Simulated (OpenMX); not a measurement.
A run of OpenMX 3.8.5:

File WS.dat:

```
System.CurrrentDirectory             ./
System.Name                          WS
DATA.PATH                            ./DFT_DATA13
level.of.stdout                      1
level.of.fileout                     0
Species.Number                       2
<Definition.of.Atomic.Species
  W   W7.0-s3p2d2f1          W_PBE13
  S   S7.0-s2p2d1f1          S_PBE13
Definition.of.Atomic.Species>

Atoms.Number                         2
Atoms.SpeciesAndCoordinates.Unit     FRAC
<Atoms.SpeciesAndCoordinates
    1  W     0.5000000000    0.5000000000    0.0000000000   6.000  6.000
    2  S     0.0000000000    0.0000000000    0.0000000000   3.000  3.000
Atoms.SpeciesAndCoordinates>

Atoms.UnitVectors.Unit               Ang
<Atoms.UnitVectors
    -2.1848430673    2.1848430673    2.5072924558
     2.1848430673   -2.1848430673    2.5072924558
     2.1848430673    2.1848430673   -2.5072924558
Atoms.UnitVectors>

scf.XcType                           GGA-PBE
scf.SpinPolarization                 off
scf.ElectronicTemperature            580.226
scf.energycutoff                     400.0
scf.maxIter                          100
scf.EigenvalueSolver                 band
scf.Kgrid                            7 7 7
scf.Mixing.Type                      rmm-diisk
scf.Init.Mixing.Weight               0.05
scf.Min.Mixing.Weight                0.001
scf.Max.Mixing.Weight                0.3
scf.Mixing.History                   25
scf.Mixing.StartPulay                8
scf.criterion                        1.0e-8
scf.stress.tensor                    on
MD.Type                              nomd
```

Potentials or basis: OpenMX 2013 PBE set, W7.0-s3p2d2f1, S7.0-s2p2d1f1, grid cutoff 400 Ry.

Command:

```console
$ openmx WS.dat -nt 1 > WS.std
```

Hardware: 1 thread of Intel(R) Xeon(R) 6975P-C (Granite Rapids), on a shared host.

Task: How long does it take, and how much memory?

Result: Wall time 2.9 min on 1 thread of Intel(R) Xeon(R) 6975P-C (Granite Rapids) (shared host), peak memory 0.65 GiB. Counts: k points 172, basis 46, scf iterations 17.
